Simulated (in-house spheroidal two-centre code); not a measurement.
**Orbitals of one electron and two point charges (charges 2.5 and 2.5)**

Which orbitals hold the two charges together, and at what distance?

The Schrödinger equation separates in prolate spheroidal coordinates and is solved to numerical exactness by an in-house code (fixed charges, no relativity; hartree and bohr). An orbital is fixed by its nodes in ξ and η and by m, and named after its united-atom limit. The code writes a record and no log. All values are calculated.

### 1 The system

Point charges Z1 = 2.5 and Z2 = 2.5 at distance R, one electron. Orbitals run (a selection, each on a grid of distances scaled to its size): 1sσg, 2sσg, 2pσu, 2pπu, 3sσg, 3pσu, 3dσg, 3pπu, 3dπg, 3dδg, 4pσu, 4dσg, 4fσu, 4pπu, 4dπg, 4fπu, 4dδg, 4fδu, 4fφu, 5gσg, 5gπg.

### 2 The orbital 1sσg

Contents of settings:

```
Z1 = 2.5
Z2 = 2.5
xi_nodes = 0
eta_nodes = 0
m = 0
```

### 3 The orbital 2sσg

Contents of settings:

```
Z1 = 2.5
Z2 = 2.5
xi_nodes = 1
eta_nodes = 0
m = 0
```

### 4 The orbital 3sσg

Contents of settings:

```
Z1 = 2.5
Z2 = 2.5
xi_nodes = 2
eta_nodes = 0
m = 0
```

### 5 The orbital 3pπu

Contents of settings:

```
Z1 = 2.5
Z2 = 2.5
xi_nodes = 1
eta_nodes = 0
m = 1
```

(Steps that only read results are left out.)

**Question.** What will these runs give? Wanted: orbitals with a minimum on the grid; ground orbital.

The runs gave:

```
                                         quantity       value
orbitals with a minimum on the grid (the deepest)        none
                                   ground orbital  no minimum
```

In words: One electron can't hold these charges together in the ground orbital: their repulsion wins at all distances. Of the 21 orbitals, 0 have a minimum that the grid shows; very shallow wells can escape it. At large R the g and u partners draw together, as the electron can sit on either charge.
